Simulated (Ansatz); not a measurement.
# MoSe (P3m1) in Ansatz: convergence with xc grid

Aim: find how far xc grid must go before the results for MoSe settle, at PBE. This setting moves, with any that are tied to it; all else stays.

Program: Ansatz 0.2.0. These are calculated values, not measurements. Logs are shortened: lines on timing, memory, paths and dates and some standing lists are left out, and cuts for length are marked.

## Step 1: The crystal as given

The structure is trigonal, space group P3m1 (No. 156). The conventional cell has a = 3.471 Å, b = 3.471 Å, c = 4.373 Å, α = 90.00°, β = 90.00°, γ = 120.00°. Mo (site symmetry 3m) is surrounded by 3 Se at 2.04 Å. Se (site symmetry 3m) is surrounded by 3 Mo at 2.04 Å.

The cell was built by a generator and needn't be a form met in nature.

## Step 2: With xc grid 1

Contents of input.yaml:

```yaml
crystal:
  lattice:
    - [3.47066859, 0.0, 0.0]
    - [-1.7353343, 3.00568717, 0.0]
    - [0.0, 0.0, 4.37279534]
  atoms:
    - { symbol: Mo, position: [0.66666667, 0.33333333, 0.02544455] }
    - { symbol: Se, position: [0.33333333, 0.66666667, 0.11843047] }
hamiltonian:
  xc: pbe
  pseudopotentials: { kind: paw_fr }
magnetization:
  noncollinear: true
  spin_orbit: true
kpoints:
  mp_grid: { grid: [7, 7, 5] }
scf:
  occupations: { method: fermi_dirac, width: 0.05 }
output:
  forces: true
  stress: true
  eigenvalues: true
basis:
  xc_grid: 1
```

Potentials or basis: Ansatz PAW.

Launch:

```console
$ ansatz run input.yaml --threads 2 --pin off --max-ram 5632MiB --backend cpu --events-out ev --progress --plain --runs-dir out
```

The program printed:

```text
Warning: RAYON_NUM_THREADS=2 ignored (pool sized by the plan → 2); use --threads N
Engine: ansatz 0.2.0, aarch64-unknown-linux-gnu
Pseudopotentials: kind: paw_fr
Pseudopotential: Mo, paw_fr, valence charge 14, recommended cutoff 420 eV (normal), Mo.paw.azcp#standard-fr
Pseudopotential: Se, paw_fr, valence charge 16, recommended cutoff 420 eV (normal), Se.paw.azcp#standard-fr
Functional definition: PBE
  parameter kappa = 0.804
  parameter beta = 0.06672455060314922
  exchange = pbe_x(kappa = kappa, mu = beta*pi^2/3)
  correlation = pbe_c(beta = beta)
non-collinear run that drives no moment, with spin-orbit: no starting moment large enough to seed its density (crystal.atoms[].spin), no starting occupations that ask for one, no magnetisation constraint and no magnetic field, so the semilocal B_xc is pinned to zero
Crystal: 2 atoms, lattice volume = 45.616 Å³
Basis set: ecut = 420 eV, 885 PW (Γ)
Bands: 38, of which v1, the nominal top of the filled ones, is band 30 counted from 1 (29 counted from 0)
Symmetry: 6 space group operations + 6 with time reversal
Magnetic group: BNS 156.50 (UNI 1280), of the structure as read, at distance tolerance 3.6e-5 Å
k-points: 32 of 245 (time reversal used)
Projection manifold: j_resolved (fully-relativistic pseudo-atomic orbitals)
Non-local potential: Mo, projectors of the file, l = 0: 3, l = 1: 4, l = 2: 4, l = 3: 2
Non-local potential: Se, projectors of the file, l = 0: 2, l = 1: 4, l = 2: 6, l = 3: 2
PAW form: soft (Blöchl's): semilocal exchange-correlation on the pseudo side does not see the compensation charge
PAW one-centre angular grid: Mo, 590 points (default); XC on 64 Gauss nodes
[... 23 lines left out ...]
Harris-Foulkes:  -10419.876486 eV  (|F-HF|=1.30e-7)
Internal energy: -10419.838262 eV  (E = F + TS)
E sigma→0 (E₀):  -10419.857374 eV
Entropy (-TS):   -0.038224 eV (-19.112 meV/atom)
Fermi energy:    11.090483 eV
--- Per-component energies (eV) ---
  E_band       = -545.721076
  E_kinetic    = 585.514119
  E_local      = -4655.833500  (includes V_loc(G=0)·N_el)
  E_nonlocal   = -445.064738
  E_hartree    = 2116.343042
  E_xc         = -293.647547
  E_vxc        = -335.022658  (∫ρ·V_xc dr)
  E_paw        = -5116.836869  (= ΣΔE_a)
  E_vpaw       = 71.993705  (= ΣTr[D̂ρ^β])
  E_aug_tail   = -0.000542  (compensation charges beyond the density's cutoff)
  E_ewald      = -2610.312227
  E_smearing   = -0.038224  (= −TS)
  E_closure    = -0.000000  (closes the sum)
  Σ components = -10419.876486   (vs F -10419.876486, Δ=0.00e0)
--- Forces (eV/Å), atoms counted from 1 ---
  atom   1  Mo     0.00000000     0.00000000    -6.31656371
  atom   2  Se    -0.00000000    -0.00000000     6.31648890
  max |Σ_I F_I| component: 7.48e-5 eV/Å
--- Stress (GPa, compression-positive) ---
      102.724006       0.000000      -0.000000
        0.000000     102.724006      -0.000000
       -0.000000      -0.000000       2.274461
  P = ⅓ Tr σ = 69.2408 GPa (692.408 kbar)
--- Band table (eV; the first three rows and the last of 32) ---
  k-point 0: bands = ["-49.0147", "-49.0147", "-38.2658", "-38.2658", "-38.2040", "-38.2040", "-37.4026", "-37.4026", "-37.3290", "-37.3290", "-37.3110", "-37.3110", "-25.0656", "-25.0656", "-22.8478", "-22.8478", "-22.3764", "-22.3764", "-4.3472", "-4.3472", "4.5692", "4.5692", "4.7307", "4.7307", "6.4833", "6.4833", "10.3171", "10.3171", "11.1519", "11.1519", "11.2311", "11.2311", "15.5699", "15.5699", "18.2318", "18.2318", "19.2393", "19.2393"]
  k-point 1: bands = ["-49.0146", "-49.0146", "-38.2658", "-38.2658", "-38.2040", "-38.2040", "-37.4026", "-37.4026", "-37.3290", "-37.3290", "-37.3110", "-37.3110", "-25.0659", "-25.0659", "-22.8477", "-22.8477", "-22.3780", "-22.3780", "-4.3205", "-4.3205", "4.5751", "4.5751", "4.7371", "4.7373", "6.2023", "6.2023", "10.7694", "10.7694", "11.1155", "11.1155", "11.1861", "11.1874", "15.6888", "15.6888", "18.1625", "18.1625", "19.2404", "19.2404"]
  k-point 2: bands = ["-49.0146", "-49.0146", "-38.2658", "-38.2658", "-38.2040", "-38.2040", "-37.4026", "-37.4026", "-37.3290", "-37.3290", "-37.3110", "-37.3110", "-25.0664", "-25.0664", "-22.8476", "-22.8476", "-22.3805", "-22.3805", "-4.2765", "-4.2765", "4.5844", "4.5844", "4.7477", "4.7478", "5.8193", "5.8193", "11.0288", "11.0288", "11.1165", "11.1174", "11.5504", "11.5504", "16.0310", "16.0310", "17.3422", "17.3422", "19.2104", "19.2104"]
  k-point 31: bands = ["-48.9956", "-48.9956", "-38.2543", "-38.2254", "-38.2131", "-38.2071", "-37.3826", "-37.3467", "-37.3283", "-37.3251", "-37.3222", "-37.3139", "-25.3022", "-25.2062", "-23.2300", "-23.0764", "-22.4316", "-22.3959", "-2.8229", "-2.6760", "5.6221", "5.7381", "5.8658", "5.8822", "6.9799", "7.0604", "9.1194", "9.1753", "10.9061", "10.9645", "11.7791", "11.8151", "13.5320", "13.5863", "14.5773", "14.5995", "15.7319", "15.7844"]
```

Run time: 5.7 s. Hardware: 2 threads of Arm Neoverse V2, shared host; peak memory 0.47 GiB.

What came out:

| Item | Value |
| --- | --- |
| Free energy | -10419.8765 eV |
| Pressure | 69.2 GPa |
| Largest force | 6.317 eV/Å |
| Band gap on the k mesh | none (metal or under the smearing width) |

## Step 3: With xc grid 2

Edit input.yaml of step 2 so:

```diff
@@ -23,2 +23,2 @@
 basis:
-  xc_grid: 1
+  xc_grid: 2
```

Potentials or basis: Ansatz PAW.

Launch:

```console
$ ansatz run input.yaml --threads 2 --pin off --max-ram 5632MiB --backend cpu --events-out ev --progress --plain --runs-dir out
```

It took 5.8 s on 2 threads of Arm Neoverse V2, shared host; peak memory 0.48 GiB.

Results:

```
Free energy            : -10419.8765 eV
Pressure               : 69.2 GPa
Largest force          : 6.317 eV/Å
Band gap on the k mesh : none (metal or under the smearing width)
```

## Step 4: With xc grid 3

Edit input.yaml of step 3 so:

```diff
@@ -23,2 +23,2 @@
 basis:
-  xc_grid: 2
+  xc_grid: 3
```

Launch:

```console
$ ansatz run input.yaml --threads 2 --pin off --max-ram 5632MiB --backend cpu --events-out ev --progress --plain --runs-dir out
```

Wall time 5.9 s (2 threads of Arm Neoverse V2, shared host); peak memory 0.49 GiB.

Results (log left out):

```
Free energy            : -10419.8765 eV
Pressure               : 69.2 GPa
Largest force          : 6.317 eV/Å
Band gap on the k mesh : none (metal or under the smearing width)
```

## Step 5: With xc grid 4

Edit input.yaml of step 4 so:

```diff
@@ -23,2 +23,2 @@
 basis:
-  xc_grid: 3
+  xc_grid: 4
```

Launch:

```console
$ ansatz run input.yaml --threads 2 --pin off --max-ram 5632MiB --backend cpu --events-out ev --progress --plain --runs-dir out
```

It took 6.1 s on 2 threads of Arm Neoverse V2, shared host; peak memory 0.52 GiB.

The run converged. Its results:

- Free energy: -10419.8765 eV
- Pressure: 69.2 GPa
- Largest force: 6.317 eV/Å
- Band gap on the k mesh: none (metal or under the smearing width)

## Step 6: With xc grid 5

Edit input.yaml of step 5 so:

```diff
@@ -23,2 +23,2 @@
 basis:
-  xc_grid: 4
+  xc_grid: 5
```

Potentials or basis: Ansatz PAW.

Launch:

```console
$ ansatz run input.yaml --threads 2 --pin off --max-ram 5632MiB --backend cpu --events-out ev --progress --plain --runs-dir out
```

Run time: 6.5 s. Hardware: 2 threads of Arm Neoverse V2, shared host; peak memory 0.55 GiB.

It converged, with:

```yaml
Free_energy: -10419.8765 eV
Pressure: 69.2 GPa
Largest_force: 6.317 eV/Å
Band_gap_on_the_k_mesh: none (metal or under the smearing width)
```

## Step 7: Result

```tsv
xc grid	energy less the tightest run, at zero smearing (meV/atom)	SCF cycles	CPU time (s)	peak memory (GiB)
1	0.00	9	11	0.47
2	0.00	9	11	0.48
3	0.00	9	11	0.49
4	0.00	9	12	0.52
5	0.00	9	13	0.55
```

Against the tightest run, the energy stays within 1 meV/atom from 1 on. The tightest run that finished is the yardstick and may itself not be fully converged.

Caveats: a pressure of tens of GPa on the cell as given is suspect, and the run, the potentials or the cell itself is likely at fault; this functional lacks dispersion, which binds the layers, so the pressure and a relaxed spacing across them are unreliable; forces of over 1 eV/Å show positions far from the minimum, so gaps and moduli don't describe the material at rest.
